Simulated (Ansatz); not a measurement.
# The tin atom (triplet): from Hartree-Fock to the top rungs, def2-SVP

How much of the correlation energy of the tin atom (triplet) does each wave-function method recover here?

The runs use Ansatz 0.2.0, Gaussian basis; def2-SVP, core rule «outside noble gas», up to 9 orbitals frozen.

Plan: CCSD(T) on UHF; BCCD(T) on ROHF; CISD; CCSDT(Q) on ROHF; CCSDT(Q) on UHF; CASSCF and MRCISD+Q, 4 electrons in 4 orbitals; CASSCF and MRCISD+Q(relaxed), 4 electrons in 4 orbitals; CASSCF and NEVPT4(SD), 4 electrons in 4 orbitals; CASSCF and NEVPT2, 4 electrons in 4 orbitals; Full CI.

## 1. The atom

A free atom, in its lowest state of this spin that the program finds. No spin-orbit coupling is included. Elements past krypton take def2 core potentials.

1 atom, charge 0, spin multiplicity 3.

## 2. CCSD(T) on UHF

The input, in.yaml:

```yaml
crystal:
  periodic: [false, false, false]
  atoms:
    - {symbol: Sn, position_ang: [0.000000, 0.000000, 0.000000]}
basis:
  gaussian: {orbitals: def2-SVP}
magnetization: {spin_polarized: true, initial_magnetization: 2}
correlation: {method: ccsd_t, electrons: outside_noble_gas}
```

Launch:

```bash
ansatz run in.yaml --threads 1 --pin off --events-out ev --progress --plain --max-ram 3916MiB
```

After this run come: BCCD(T) on ROHF; CISD; CCSDT(Q) on ROHF; CCSDT(Q) on UHF; CASSCF and MRCISD+Q, 4 electrons in 4 orbitals; CASSCF and MRCISD+Q(relaxed), 4 electrons in 4 orbitals; CASSCF and NEVPT4(SD), 4 electrons in 4 orbitals; CASSCF and NEVPT2, 4 electrons in 4 orbitals; Full CI.

**Question.** What will the summary of the whole plan be? Wanted: FCI below the UHF energy; UMP2 from FCI; UCCSD(T) from FCI; UCCSDT(Q) from FCI; NEVPT2 valence from FCI; NEVPT4(SD) valence from FCI; MRCISD+Q valence from FCI; effectively unpaired electrons.

As calculated:

| quantity | value |
| --- | --- |
| FCI below the UHF energy | -1.3160 eV |
| UMP2 from FCI | +37.0 kJ/mol |
| UCCSD(T) from FCI | -1.0 kJ/mol |
| UCCSDT(Q) from FCI | -1.6 kJ/mol |
| NEVPT2 valence from FCI | +26.4 kJ/mol |
| NEVPT4(SD) valence from FCI | +0.5 kJ/mol |
| MRCISD+Q valence from FCI | -2.6 kJ/mol |
| levels within 1 kcal/mol (43 meV) | UCCSD, UCCSD(T), BCCD(T), UCCSDT, UCCSDT(Q), NEVPT4(SD) valence, MRCISD valence, MRCISD+Q valence, MRCISD+Q(relaxed) valence |
| effectively unpaired electrons | 2.03 |

UCCSD(T) misses by -1.0 kJ/mol, 0.7 % of the correlation energy. UCCSD(T), UCCSDT, UCCSDT(Q), MRCISD+Q valence, MRCISD+Q(relaxed) valence fall below full CI: unrestricted runs freeze a spin-polarised core, another one than full CI's, and coupled cluster isn't variational. One determinant dominates. Of the multireference levels listed NEVPT4(SD) valence comes nearest in total energy (+0.5 kJ/mol), which doesn't show that its space is the better one. These misses are within one basis, not against nature; the frozen cores of restricted and unrestricted runs differ, which can shift their rows.
